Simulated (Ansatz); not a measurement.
# EuNi2As2: the cost of one run

All numbers are computed with Ansatz 0.2.0 through its Python package. Level of theory: DFT r2SCAN, plane waves, PAW.

**1. Starting point**

The structure is tetragonal, space group I4/mmm (No. 139). The conventional cell has a = 4.087 Å, b = 4.087 Å, c = 10.127 Å, α = 90.00°, β = 90.00°, γ = 90.00°. Eu (site symmetry 4/mmm) is surrounded by 8 As at 3.20 Å and 8 Ni at 3.25 Å. Ni (site symmetry -4m2) is surrounded by 4 As at 2.35 Å. Around As (site symmetry 4mm) lie 4 Ni at 2.35 Å and 1 As at 2.74 Å and 4 Eu at 3.20 Å.

Input file euni2as2.extxyz:

```xyz
5
Lattice="-2.04371919 2.04371919 5.06338951 2.04371919 -2.04371919 5.06338951 2.04371919 2.04371919 -5.06338951" Properties=species:S:1:pos:R:3:initial_magmoms:R:1 pbc="T T T"
Eu    0.00000000    0.00000000    0.00000000  9.10
Ni    0.00000000    2.04371919    2.53169475  2.00
Ni    2.04371919    0.00000000    2.53169475  2.00
As    0.00000000   -0.00000000    6.43458972  0.00
As    0.00000000   -0.00000000    3.69218930  0.00
```

**2. The code**

File vcrelax_euni2as2.py:

```python
"""Variable-cell relaxation of EuNi2As2."""

import warnings

import ansatz as az
from ase.data import atomic_numbers
import matplotlib.pyplot as plt
import numpy as np
import spglib

SETTINGS = {
    "mesh": (12, 12, 12),
    "smearing_width": 0.1,
    "max_scf": 200,
    "force_tol": 0.01,
}

def edges_and_angles(cell):
    cell = np.asarray(cell)
    a, b, c = np.linalg.norm(cell, axis=1)
    cosines = cell[1] @ cell[2] / (b * c), cell[0] @ cell[2] / (a * c), cell[0] @ cell[1] / (a * b)
    return (a, b, c, *np.degrees(np.arccos(cosines)))


def main() -> None:
    warnings.simplefilter("ignore", az.DeckWarning)

    cell = az.Crystal.from_extxyz("euni2as2.extxyz")

    # only the volume may change
    setup = (
        cell.calculation()
        .functional(az.Functional.R2SCAN)
        .kpoints(mesh=SETTINGS["mesh"], shift=0.5)  # the mesh must be finer for metals
        .occupations(az.OccupationsMethod.FERMI_DIRAC, width=SETTINGS["smearing_width"])  # the run then minimises F = E - TS
        .spin(az.SpinTreatment.COLLINEAR)
        .scf(max_iterations=SETTINGS["max_scf"])
        .relax(force_tolerance=SETTINGS["force_tol"], fix_cell=["shape"])
        .band_table()  # levels at the mesh points
    )
    steps = []


    def collect(event):
        if event["event"] == "relax_step":
            steps.append(event["data"])


    result = setup.session().plan().execute(on_event=collect)
    summary = result.report
    for s in steps:
        flag = "" if s["accepted"] else "  (rejected)"
        print("step %2d  E = %.5f eV  largest force component = %.4f eV/A%s" % (s["step"], s["lagrangian_ev"], s["allowed_force_max_ev_ang"], flag))

    first, last = steps[0], steps[-1]
    symbols = [site.symbol for site in result.lattice.sites]
    print(f"energy gained {first['lagrangian_ev'] - last['lagrangian_ev']:.4f} eV in {len(steps) - 1} steps")
    for label, vectors in (("before", first["cell_ang"]), ("after", result.lattice.cell_ang)):
        print(label, "a b c (A) {:.4f} {:.4f} {:.4f}  angles {:.2f} {:.2f} {:.2f}".format(*edges_and_angles(vectors)), f" V = {abs(np.linalg.det(vectors)):.3f} A^3")
    print("final stress xx yy zz (GPa, compression positive):", np.round(np.diag(summary["stress_gpa"]), 3) + 0.0)

    fractions = [site.position_frac for site in result.lattice.sites]
    numbers = [atomic_numbers[s] for s in symbols]
    for tolerance in (1e-3, 1e-2, 1e-1):
        print(f"space group at {tolerance} A:", spglib.get_spacegroup((result.lattice.cell_ang, fractions, numbers), symprec=tolerance))

    fig, (top, bottom) = plt.subplots(2, 1, sharex=True, figsize=(4.5, 4))
    top.plot([s["lagrangian_ev"] - last["lagrangian_ev"] for s in steps], "o-")
    top.set_ylabel("E - E(final) (eV)")
    bottom.semilogy([max(s["allowed_force_max_ev_ang"], 1e-6) for s in steps], "s-")
    bottom.set(xlabel="step", ylabel="largest force (eV/A)")
    fig.tight_layout()
    fig.savefig("relax.png", dpi=100)

    for key in ("converged", "n_iterations", "n_electrons", "n_kpoints", "n_pw", "n_symmetry_ops", "free_energy_ev", "fermi_energy_ev"):
        print(f"{key:18s} {summary[key]}")

    table = np.array(summary["eigenvalues_ev"]) - summary["fermi_energy_ev"]
    filling = np.array(summary["occupations"])
    weights = np.tile(summary["kweights"], len(table) // len(summary["kweights"]))
    print("band   lowest  highest (eV from E_F)  electrons")
    for band in range(table.shape[1]):
        if table[:, band].max() > -10:
            print(f"{band + 1:4d} {table[:, band].min():8.3f} {table[:, band].max():8.3f} {weights @ filling[:, band]:18.4f}")
    print("electrons counted from the table:", round(float(weights @ filling.sum(axis=1)), 5))


if __name__ == "__main__":
    main()
```

**3. The calls as engine input**

The package turns the script's settings into the engine's input:

```yaml
crystal:
  lattice:
    - [-2.04371919, 2.04371919, 5.06338951]
    - [2.04371919, -2.04371919, 5.06338951]
    - [2.04371919, 2.04371919, -5.06338951]
  atoms:
    - { symbol: Eu, position: [0.0, 0.0, 0.0], spin: 9.1 }
    - { symbol: Ni, position: [0.7499999995062596, 0.2499999995062596, 0.5], spin: 2.0 }
    - { symbol: Ni, position: [0.2499999995062596, 0.7499999995062596, 0.5], spin: 2.0 }
    - { symbol: As, position: [0.6354033900899715, 0.6354033900899715, 0.0], spin: 0.0 }
    - { symbol: As, position: [0.3645966099100284, 0.3645966099100284, 0.0], spin: 0.0 }
kpoints:
  mp_grid:
    grid: [12, 12, 12]
    shift: [0.5, 0.5, 0.5]
hamiltonian:
  xc: r2scan
magnetization:
  spin_polarized: true
scf:
  max_iter: 200
  occupations:
    method: fermi_dirac
    width: 0.1
relax:
  f_tol: 0.01
  cell:
    fix: [shape]
output:
  eigenvalues: true
```

**4. Launch**

Command:

```sh
> python vcrelax_euni2as2.py
```

Q: Estimate wall time and peak memory on 1 thread of Arm Neoverse V2, shared host.

About 19 min, with a peak of 1.6 GiB.
